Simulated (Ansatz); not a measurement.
# HfN, space group P6_3/mmc: a phonon calculation by linear response

Run with Ansatz 0.2.0 through its Python package.

Input file `hfn.vasp`:
```text
HfN
1.0
   3.13390802    0.00000000    0.00000000
  -1.56695401    2.71404396    0.00000000
   0.00000000    0.00000000    5.41676772
Hf N
2 2
Direct
   0.66666667    0.33333333    0.75000000
   0.33333333    0.66666667    0.25000000
   0.00000000    0.00000000    0.00000000
   0.00000000    0.00000000    0.50000000
```

`dfpt_hfn.py`:
```python
# -*- coding: utf-8 -*-
"""DFPT phonons of HfN."""

from pathlib import Path
import warnings

import ansatz
from ase.io import read
import numpy as np

warnings.simplefilter("ignore", ansatz.DeckWarning)

atoms = read("hfn.vasp", format="vasp")
xtal = ansatz.Crystal.from_ase(atoms)

model = (
    xtal.calculation()
    .functional("lda")
    .occupations("fermi_dirac", width=0.1)
    .kpoints(12, 12, 6)
    .phonons("dfpt", points=[(0, 0, 0), (0.5, 0, 0.5), (0.5, 0.5, 0)])
)
out = model.run(threads=1, runs_dir="runs")
ph = out.phonons

for q in ph.qpoints:
    thz = np.asarray(q.omega_inv_cm) / 33.35641
    print("q = ({:.2f}, {:.2f}, {:.2f})".format(*q.q_frac), np.round(thz, 2) + 0.0, "THz")
```

```console
$ python dfpt_hfn.py
q = (0.00, 0.00, 0.00) [ 0.    0.    0.    3.91  3.91  4.98 13.32 13.36 13.36 14.77 14.77 19.36] THz
q = (0.50, 0.00, 0.50) [ 4.04  4.04  4.55  4.55  6.28  6.28 15.02 15.02 15.49 15.49 16.98 16.98] THz
q = (0.50, 0.50, 0.00) [ 3.81  4.17  4.21  4.65  5.21  6.56 12.94 13.96 14.37 15.23 15.87 19.42] THz
```

Reading the output:
- The run is spin-unpolarised.
- The cell isn't relaxed first, so the values belong to this volume.
- Spin-orbit coupling, which matters for elements this heavy, is left out.
- This cell is a computed structure, which may not be the phase found in nature.
- The structure is taken as given; imaginary modes can come from an unrelaxed or unstable start. Phonons of metals also depend on mesh and smearing.
- Hardware and time: 14 min on 1 thread of Intel(R) Xeon(R) Processor @ 2.30GHz (shared host), peak memory 1.9 GiB.
